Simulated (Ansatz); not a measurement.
# CH₃In + HBr: a complex and its separated parts

Aim: how far the complex at one end of a reaction step lies below its separated, relaxed parts, level by level.

Program: Ansatz 0.2.0, Gaussian basis. Level of theory: PBE0-D4/def2-TZVP structures, single points in def2-TZVPP, no counterpoise correction. These are calculated values, not measurements.

Levels: SPW92, PBE-D4, BLYP-D4, r2SCAN-D4, B97M-V, PBE0-D4, B3LYP-D4, r2SCAN0-D4, BHLYP-D4, CAM-B3LYP-D4, wB97X-V, wB97M-V, B2PLYP, PBE-QIDH, RPA on PBE, Hartree-Fock, MP2, CCSD, CCSD(T).

Correlated methods freeze the cores. Filled d shells of the heavier atoms are correlated. Core potentials replace the inner electrons past krypton, and spin-orbit coupling is left out. B3LYP uses VWN-RPA correlation. B2PLYP carries no dispersion term here.

11 further runs of the same task are left out: 11 set aside as unsound or not needed.

**1. The starting structure**

The complex: 7 atoms, charge 0, spin multiplicity 1.

Atoms are counted from 1 here; the program's logs count them from 0.

Bond lengths: In1–C4 2.214 Å, Br2–H3 1.462 Å, C4–H5 1.095 Å, C4–H6 1.095 Å, C4–H7 1.095 Å. Angles: In1–C4–H5 110.9°, In1–C4–H6 110.9°, In1–C4–H7 110.9°, H5–C4–H6 108.0°, H5–C4–H7 108.0°, H6–C4–H7 108.0°.

As a file:

```
In   -0.0234   -0.3636   -0.3353
Br   -0.2181   -3.3106   -3.0517
H    -0.1468   -2.2367   -2.0617
C     0.0830    1.2625    1.1637
H    -0.8953    1.4341    1.6242
H     0.7925    1.0143    1.9597
H     0.4081    2.1999    0.7011
```

Its parts: CH₃In holds atoms 1, 4, 5, 6, 7; HBr holds atoms 2, 3. Each part counts its atoms afresh in its own runs.

**2. Relaxing CH₃In alone**

relax-a/in.yaml

```yaml
crystal:
  periodic: [false, false, false]
  atoms:
    - {symbol: In, position_ang: [-0.023447, -0.363601, -0.335282]}
    - {symbol: C, position_ang: [0.083002, 1.262482, 1.163715]}
    - {symbol: H, position_ang: [-0.895290, 1.434118, 1.624176]}
    - {symbol: H, position_ang: [0.792507, 1.014313, 1.959677]}
    - {symbol: H, position_ang: [0.408128, 2.199917, 0.701067]}
basis:
  gaussian: {orbitals: def2-TZVP}
hamiltonian: {xc: pbe0, dispersion: d4}
relax: {f_tol: 0.005, max_steps: 200}
```

No record of the launch command was kept for these runs.

After this run come: Relaxing HBr alone; wB97M-V/def2-TZVPP; CCSD(T)/def2-TZVPP; Vibrations of CH₃In; Vibrations of HBr.

**Question.** What will these runs give? Wanted: complex less parts, CCSD(T)/def2-TZVPP; with zero-point energy; largest T1 diagnostic.

**Answer**, as computed:

```
                              quantity      value
complex less parts, CCSD(T)/def2-TZVPP  -0.115 eV
                with zero-point energy  -0.079 eV
                 largest T1 diagnostic      0.015
```

What this shows: At CCSD(T) the complex lies 0.115 eV below its parts. Among the functionals B2PLYP lands nearest to CCSD(T) (-0.015 eV) and SPW92 farthest (-0.264 eV). By rung, the mean size of the error is: LDA 0.264, GGA 0.142, meta-GGA 0.068, hybrid 0.083, range-separated hybrid 0.033, double hybrid 0.032 eV. PBE-D4 gives a relative energy 0.168 eV too low, an error of 145 % of the reference. No counterpoise was applied, and triple zeta lacks some correlation, so the CCSD(T) reference has a basis error of its own, and close matches with it are partly luck.
